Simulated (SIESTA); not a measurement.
The system is ScNbN.

```
Nb Sc N
1.0
     3.11097    0.00000    0.00000
    -1.55549    2.69418    0.00000
     0.00000    0.00000   10.35715
Nb Sc N
2 2 2
Cartesian
  0.0000 1.7961 2.5627
  1.5555 0.8981 7.7945
  0.0000 0.0000 0.0000
  0.0000 0.0000 5.1786
  0.0000 1.7961 6.5023
  1.5555 0.8981 3.8548
```

The cell comes from a database or a generator and needn't be the stable form of this composition.

```yaml
Program: SIESTA 5.4.2
Task: single point
Functional: PBEsol
Potentials_or_basis: PseudoDojo 0.4 standard (PBEsol files)
Basis: DZP (energy shift 0.003 Ry; two zetas on semicore shells)
Grid_cutoff: 800 Ry
Energy_shift: 0.003 Ry
k_mesh: 10 × 10 × 3
Occupations: fermi-dirac, width 0.05 eV
Spin: no spin polarisation
```

On this cell: pressure -6.0 GPa; largest force 0.077 eV/Å; band gap on the k mesh none (metal or under the smearing width).

The same run follows on a disturbed copy (atoms moved at random, drawn with an rms of 0.05 Å):

```
Nb Sc N
1.0
     3.11097    0.00000    0.00000
    -1.55549    2.69418    0.00000
     0.00000    0.00000   10.35715
Nb Sc N
2 2 2
Direct
  0.33522 0.65951 0.24969
  0.68159 0.34681 0.75796
  0.99526 0.99945 0.00448
  0.00308 0.99039 0.49670
  0.34092 0.68158 0.63006
  0.66071 0.32025 0.36979
```

What does the disturbed cell give?

The energy (extrapolated to zero smearing) moves by +10.7 meV/atom; pressure -6.0 GPa; largest force 0.847 eV/Å; band gap on the k mesh none (metal or under the smearing width).

Forces in eV/Å, atoms in the order of the input:
```
Nb  -0.135 -0.093 -0.540
Nb  -0.170  0.005 -0.723
Sc   0.076  0.020 -0.095
Sc  -0.226  0.173  0.797
N    0.238 -0.311  0.098
N    0.218  0.206  0.461
```

Stress tensor (GPa, compression positive):
```
-5.97 -0.04 -0.07
-0.04 -5.67 -0.58
-0.07 -0.58 -6.48
```

Caveats: the basis of atomic orbitals isn't converged, which shifts pressures, moduli and gaps.
